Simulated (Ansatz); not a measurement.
# C2H4BGa: how energies converge with the basis set

The task here is to estimate one member of a computed series from the others.

Method: one geometry, several basis sets; program: Ansatz 0.2.0, Gaussian basis.

Levels to be run: PBE0-D4/def2-SVP; ωB97M-V/def2-SVP; PBE0-D4/def2-QZVPP; ωB97M-V/def2-QZVPP; the functionals' def2-TZVPP values are taken from earlier runs.

### Structure used throughout

All runs share one geometry, relaxed beforehand with PBE0-D4 in a triple-zeta def2 set.

8 atoms, charge 0, spin multiplicity 1.

Atoms are counted from 1 here; the program's logs count them from 0.

Bond lengths: C1–C2 1.319 Å, C1–H5 1.089 Å, C1–H6 1.094 Å, C2–B3 1.427 Å, C2–Ga4 2.232 Å, B3–Ga4 2.432 Å, B3–H7 1.194 Å, B3–H8 1.229 Å. Angles: C2–C1–H5 122.3°, C2–C1–H6 122.8°, H5–C1–H6 114.9°, C1–C2–B3 175.7°, C1–C2–Ga4 96.4°, B3–C2–Ga4 80.0°, C2–B3–Ga4 64.7°, C2–B3–H7 125.9°, C2–B3–H8 116.5°, Ga4–B3–H7 138.2°, Ga4–B3–H8 66.1°, H7–B3–H8 117.4°, C2–Ga4–B3 35.3°.

As a file:

```xyz
8
charge 0, multiplicity 1
C    -0.67143    0.86433   -0.92301
C     0.19359    0.10097   -0.28329
B     1.04631   -0.77914    0.44748
Ga   -1.09812   -0.30235    1.49155
H    -0.88818    0.73691   -1.98285
H    -1.20832    1.68602   -0.43933
H     2.20507   -0.60284    0.67477
H     0.51317   -1.76109    0.95877
```

Set-up of the first run:

in.yaml

```yaml
crystal:
  periodic: [false, false, false]
  atoms:
    - {symbol: C, position_ang: [-0.671425, 0.864327, -0.923013]}
    - {symbol: C, position_ang: [0.193592, 0.100969, -0.283285]}
    - {symbol: B, position_ang: [1.046313, -0.779142, 0.447483]}
    - {symbol: Ga, position_ang: [-1.098120, -0.302346, 1.491554]}
    - {symbol: H, position_ang: [-0.888183, 0.736907, -1.982846]}
    - {symbol: H, position_ang: [-1.208316, 1.686020, -0.439334]}
    - {symbol: H, position_ang: [2.205073, -0.602845, 0.674767]}
    - {symbol: H, position_ang: [0.513167, -1.761089, 0.958773]}
basis:
  gaussian: {orbitals: def2-SVP}
hamiltonian: {xc: pbe0, dispersion: d4}
output: {orbitals: {seedname: orbitals}}
```

Started as:

```console
$ ansatz run in.yaml --threads 2 --pin off --events-out ev --progress --plain --max-ram 4352MiB
```

Steps of the session up to this table: PBE0-D4 in def2-SVP; ωB97M-V in def2-SVP; PBE0-D4 in def2-QZVPP; ωB97M-V in def2-QZVPP.

One of the session's tables, all rows but one given; the rest of the session is left out.

It belongs to the step «Functionals by basis». 

| functional | basis | HOMO (eV) | LUMO (eV) |
| --- | --- | --- | --- |
| PBE0-D4 | def2-SVP | -6.33 | -1.57 |
| PBE0-D4 | def2-TZVPP | -6.32 | -1.57 |
| PBE0-D4 | def2-QZVPP | -6.33 | -1.61 |
| ωB97M-V | def2-SVP | -8.35 | 0.16 |
| ωB97M-V | def2-TZVPP | ? | ? |
| ωB97M-V | def2-QZVPP | -8.37 | -0.02 |

Estimate the missing values for ωB97M-V, def2-TZVPP.

As computed: HOMO (eV): -8.35; LUMO (eV): 0.13.
